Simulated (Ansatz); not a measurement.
**F₂HOSi radical: how energies converge with the basis set**

One table from this session's results is given with a row withheld; the runs are named, their logs left out.

Computed with Ansatz 0.2.0, Gaussian basis. Level: one geometry, several basis sets.

Levels to be run: PBE0-D4/def2-SVP; ωB97M-V/def2-SVP; PBE0-D4/def2-QZVPP; ωB97M-V/def2-QZVPP; the functionals' def2-TZVPP values are taken from earlier runs.

### The relaxed structure

The geometry comes from an earlier relaxation with PBE0-D4 in a triple-zeta def2 set; it is a stationary point.

SMILES `O[Si](F)F`, 5 atoms, charge 0, spin multiplicity 2.

Atoms are counted from 1 here; the program's logs count them from 0.

Bond lengths: O1–Si2 1.627 Å, O1–H5 0.959 Å, Si2–F3 1.584 Å, Si2–F4 1.592 Å. Angles: Si2–O1–H5 118.5°, O1–Si2–F3 105.6°, O1–Si2–F4 111.0°, F3–Si2–F4 107.4°.

The first run:

Contents of in.yaml:

```yaml
crystal:
  periodic: [false, false, false]
  atoms:
    - {symbol: O, position_ang: [0.144845, 1.087908, -0.214148]}
    - {symbol: Si, position_ang: [-0.086866, -0.365849, 0.478603]}
    - {symbol: F, position_ang: [1.362145, -0.934017, 0.772530]}
    - {symbol: F, position_ang: [-0.797014, -1.371271, -0.530994]}
    - {symbol: H, position_ang: [-0.623101, 1.583228, -0.505981]}
basis:
  gaussian: {orbitals: def2-SVP}
magnetization: {spin_polarized: true, initial_magnetization: 1}
hamiltonian: {xc: pbe0, dispersion: d4}
output: {orbitals: {seedname: orbitals}}
```

Among the steps run: PBE0-D4 in def2-SVP; ωB97M-V in def2-SVP; PBE0-D4 in def2-QZVPP; ωB97M-V in def2-QZVPP.

One table of the session follows, with a row left open; its other results are not shown here.

It belongs to the step «Density functionals: the series». 

```
functional       basis  HOMO (eV)  LUMO (eV)
   PBE0-D4    def2-SVP      -6.90      -2.67
   PBE0-D4  def2-TZVPP      -7.09      -2.74
   PBE0-D4  def2-QZVPP      -7.15      -2.84
   ωB97M-V    def2-SVP      -8.70      -1.03
   ωB97M-V  def2-TZVPP          ?          ?
   ωB97M-V  def2-QZVPP      -8.98      -1.30
```

**Question.** Estimate the row for ωB97M-V, def2-TZVPP.

As computed: HOMO (eV): -8.90; LUMO (eV): -1.17. In the column «HOMO (eV)» it lies between ωB97M-V, def2-QZVPP (-8.98) and ωB97M-V, def2-SVP (-8.70).
